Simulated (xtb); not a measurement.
# GFN1-xTB run of CH8NPSi2 (SMILES C[Si@@H]1N[SiH2][P@@H]1)

Aim: a geometry optimisation of CH8NPSi2. 

Program for the calculation: xtb 6.7.1.

2 further runs of the same task are left out: 2 set aside as unsound or not needed.

**1. The molecule**

CH8NPSi2: 13 atoms, total charge 0, spin state singlet. As SMILES, `C[Si@@H]1N[SiH2][P@@H]1`. All atoms were displaced at random from a relaxed shape. The run starts from this shape.

Bond lengths: C1–Si2 1.966 Å, Si2–N3 1.712 Å, N3–Si4 1.691 Å, Si2–P5 2.262 Å, Si4–P5 2.160 Å, C1–H6 1.153 Å, C1–H7 0.974 Å, C1–H8 1.118 Å, Si2–H9 1.440 Å, N3–H10 1.019 Å, Si4–H11 1.585 Å, Si4–H12 1.461 Å, P5–H13 1.395 Å. Some angles: C1–Si2–N3 115.5°, C1–Si2–P5 117.6°, N3–Si2–P5 92.6°, Si2–N3–Si4 98.9°, N3–Si4–P5 96.8°, Si2–P5–Si4 71.5°, C1–Si2–H9 105.5°, N3–Si2–H9 116.4°, P5–Si2–H9 109.3°, Si2–C1–H6 106.9°.

**2. A geometry optimisation at GFN1-xTB**

input.inp reads:

```
$opt
   hessian=lindh-d2
$end
```

geom.xyz reads:

```xyz
13

C     -0.51413000     1.59403000     1.30931000
Si     0.05621000    -0.22561000     0.83018000
N      1.22258000    -0.32672000    -0.41875000
Si     0.32398000    -1.21290000    -1.54428000
P     -1.41377000    -1.52098000    -0.29970000
H      0.42491000     2.15600000     1.67134000
H     -1.18224000     1.69945000     2.00949000
H     -0.80709000     2.15505000     0.38726000
H      0.39423000    -0.86351000     2.07628000
H      2.13317000     0.12413000    -0.50014000
H      1.20749000    -2.47818000    -1.90466000
H      0.14474000    -0.57069000    -2.84482000
H     -2.06927000    -0.40651000    -0.82282000
```

Command:

```bash
$ xtb geom.xyz --gfn 1 -o normal --input input.inp > run.log
```

Q: Predict the results. Wanted: total energy at the end; dipole moment; HOMO energy; LUMO energy; HOMO–LUMO gap; dispersion energy.

Computed results:

At GFN1-xTB:

| quantity | value |
| --- | --- |
| total energy at the end | -16.03906 Eh |
| dipole moment | 2.25 D |
| HOMO energy | -10.42 eV |
| LUMO energy | -5.38 eV |
| HOMO–LUMO gap | 5.04 eV |
| dispersion energy | -15.70 kJ/mol |

In words: At the final geometry: Bond lengths: C1–Si2 1.921 Å, Si2–N3 1.774 Å, N3–Si4 1.765 Å, Si2–P5 2.251 Å, Si4–P5 2.238 Å, C1–H6 1.097 Å, C1–H7 1.096 Å, C1–H8 1.096 Å, Si2–H9 1.459 Å, N3–H10 1.009 Å, Si4–H11 1.457 Å, Si4–H12 1.457 Å, P5–H13 1.395 Å. Some angles: C1–Si2–N3 114.4°, C1–Si2–P5 122.8°, N3–Si2–P5 92.0°, Si2–N3–Si4 98.5°, N3–Si4–P5 92.7°, Si2–P5–Si4 73.3°, C1–Si2–H9 105.4°, N3–Si2–H9 108.9°, P5–Si2–H9 112.6°, Si2–C1–H6 111.9°. The optimisation took 16 steps and changed the energy by -0.767 eV.
